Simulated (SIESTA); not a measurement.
**TaMo2C3 under changes of volume**

One of the cells (10.776 Å³/atom); the others are scaled copies at fixed shape and fractional positions:

```
Ta Mo C
1.0
     3.11664    0.00000    0.00000
    -1.55832    2.69909    0.00000
     0.00000    0.00000    7.68632
Ta Mo C
1 2 3
Cartesian
  0.0000 0.0000 0.0000
  1.5583 0.8997 2.5424
  0.0000 1.7994 5.1439
  1.5583 0.8997 6.3956
  0.0000 1.7994 1.2907
  0.0000 0.0000 3.8432
```

The cell comes from a database or a generator and needn't be the stable form of this composition.

| Quantity | Value |
| --- | --- |
| Program | SIESTA 5.4.2 |
| Functional | LDA |
| Potentials or basis | PseudoDojo 0.4 standard (LDA files) |
| Basis | DZP (energy shift 0.003 Ry; two zetas on semicore shells) |
| Grid cutoff | 800 Ry |
| Energy shift | 0.003 Ry |
| k mesh | 8 × 8 × 3 |
| Occupations | fermi-dirac, width 0.05 eV |
| Spin | no spin polarisation |

| volume (Å³/atom) | energy over the lowest point (meV/atom) | pressure (GPa) | largest force (eV/Å) |
| --- | --- | --- | --- |
| 10.130 | ? | ? | ? |
| 10.345 | 0.00 | 1.7 | 0.056 |
| 10.561 | 2.56 | -5.4 | 0.077 |
| 10.776 | 14.17 | -11.7 | 0.099 |
| 10.992 | 33.95 | -17.5 | 0.118 |
| 11.207 | 61.09 | -22.7 | 0.134 |
| 11.423 | 94.87 | -27.3 | 0.150 |

Problem. What does the run at 10.130 Å³/atom give?

Solution. Energy over the lowest point 7.53 meV/atom; pressure 9.6 GPa; largest force 0.034 eV/Å.

Worked out: A Birch-Murnaghan fit of order 3 (a polynomial in V^(-2/3)) to the other rows has its minimum at 10.40 Å³/atom with B0 = V·E''(V) = 353 GPa and B' = 4.1 at fixed shape and positions, which overstates the stiffness. It gives 7.53 meV/atom at 10.130 Å³/atom, against the run's 7.53, and -dE/dV = 9.6 GPa, against 9.6.

Energies are extrapolated to zero smearing.

Caveats: short orbitals over semicore shells can move pressures by several GPa; the basis of atomic orbitals isn't converged, which shifts pressures, moduli and gaps.
